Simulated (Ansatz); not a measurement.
# C2H8SSi2: up Jacob's ladder to CCSD(T)

The task here is to estimate one member of a computed series from the others.

The runs use Ansatz 0.2.0, Gaussian basis; functionals in def2-TZVPP, the program's frozen cores in correlated methods.

Plan: PBE-D4, r2SCAN-D4, PBE0-D4, B3LYP-D4, ωB97X-V, ωB97M-V, B2PLYP; CCSD(T)/def2-TZVPP; MP2/def2-QZVPP; extrapolation to the limit.

## The geometry

The geometry comes from an earlier relaxation with PBE0-D4 in a triple-zeta def2 set; it is a stationary point, not always the lowest conformer.

SMILES `S[SiH]1C[SiH2]C1`, 13 atoms, charge 0, spin multiplicity 1.

Atoms are counted from 1 here; the program's logs count them from 0.

Bond lengths: S1–Si2 2.141 Å, S1–H6 1.344 Å, Si2–C3 1.887 Å, Si2–C5 1.882 Å, Si2–H7 1.488 Å, C3–Si4 1.895 Å, C3–H8 1.089 Å, C3–H9 1.093 Å, Si4–C5 1.896 Å, Si4–H10 1.488 Å, Si4–H11 1.488 Å, C5–H12 1.094 Å, C5–H13 1.089 Å. Angles: Si2–S1–H6 94.7°, S1–Si2–C3 118.2°, S1–Si2–C5 111.8°, S1–Si2–H7 109.9°, C3–Si2–C5 91.9°, C3–Si2–H7 111.1°, C5–Si2–H7 112.9°, Si2–C3–Si4 86.6°, Si2–C3–H8 118.3°, Si2–C3–H9 111.5°, Si4–C3–H8 118.8°, Si4–C3–H9 111.1°, H8–C3–H9 109.0°, C3–Si4–C5 91.3°, C3–Si4–H10 115.8°, C3–Si4–H11 112.3°, C5–Si4–H10 115.6°, C5–Si4–H11 112.1° and more.

Geometry (Å):

```xyz
13
charge 0, multiplicity 1
S    -0.5995    2.7537    0.4103
Si    0.1231    0.7535    0.6540
C    -1.0856   -0.6708    0.3844
Si    0.2357   -1.4291   -0.7419
C     1.1859    0.2103   -0.8017
H    -1.2524    2.7793    1.5850
H     0.8207    0.6235    1.9617
H    -1.4215   -1.2345    1.2535
H    -1.9584   -0.3515   -0.1917
H    -0.2481   -1.9407   -2.0528
H     1.0112   -2.5011   -0.0620
H     0.9421    0.7718   -1.7085
H     2.2670    0.2007   -0.6754
```

Set-up of the first run:

The input, in.yaml:

```yaml
crystal:
  periodic: [false, false, false]
  atoms:
    - {symbol: S, position_ang: [-0.599478, 2.753689, 0.410261]}
    - {symbol: Si, position_ang: [0.123139, 0.753467, 0.653997]}
    - {symbol: C, position_ang: [-1.085580, -0.670823, 0.384441]}
    - {symbol: Si, position_ang: [0.235711, -1.429132, -0.741948]}
    - {symbol: C, position_ang: [1.185887, 0.210341, -0.801738]}
    - {symbol: H, position_ang: [-1.252375, 2.779347, 1.585005]}
    - {symbol: H, position_ang: [0.820702, 0.623527, 1.961690]}
    - {symbol: H, position_ang: [-1.421453, -1.234496, 1.253460]}
    - {symbol: H, position_ang: [-1.958352, -0.351457, -0.191669]}
    - {symbol: H, position_ang: [-0.248096, -1.940703, -2.052809]}
    - {symbol: H, position_ang: [1.011202, -2.501095, -0.061972]}
    - {symbol: H, position_ang: [0.942147, 0.771836, -1.708483]}
    - {symbol: H, position_ang: [2.267044, 0.200703, -0.675437]}
basis:
  gaussian: {orbitals: def2-TZVPP}
hamiltonian: {xc: pbe, dispersion: d4}
output: {forces: true, orbitals: {seedname: orbitals}}
```

Run with:

```
ansatz run in.yaml --threads 4 --pin off --events-out ev --progress --plain --max-ram 10444MiB
```

Steps of the session up to this table: PBE-D4 (GGA); r2SCAN-D4 (meta-GGA); PBE0-D4 (hybrid); B3LYP-D4 (hybrid); ωB97X-V (range-separated); ωB97M-V (range-separated); B2PLYP (double hybrid); CCSD(T) in def2-TZVPP; MP2 in def2-QZVPP.

One table of the session follows, with a row left open; its other results are not shown here.

It belongs to the step «Atomisation energies». 

```
            method  atomisation energy (kJ/mol)
            PBE-D4                       4614.4
         r2SCAN-D4                       4597.9
           PBE0-D4                       4585.6
          B3LYP-D4                       4562.9
           ωB97X-V                            ?
           ωB97M-V                       4602.5
            B2PLYP                       4508.3
     HF/def2-TZVPP                       3430.3
    MP2/def2-TZVPP                       4496.8
   CCSD/def2-TZVPP                       4402.2
CCSD(T)/def2-TZVPP                       4461.7
           MP2/CBS                       4616.8
       CCSD(T)/CBS                       4581.7
```

Estimate the missing values for ωB97X-V.

As computed: atomisation energy (kJ/mol): 4611.7. In the column «atomisation energy (kJ/mol)» it lies between ωB97M-V (4602.5) and PBE-D4 (4614.4).

Caveats from the session: Free atoms (1 S, 2 Si, 2 C, 8 H) were run apart at each level; the atomisation energy is their sum less the molecule, without zero-point or spin-orbit terms.
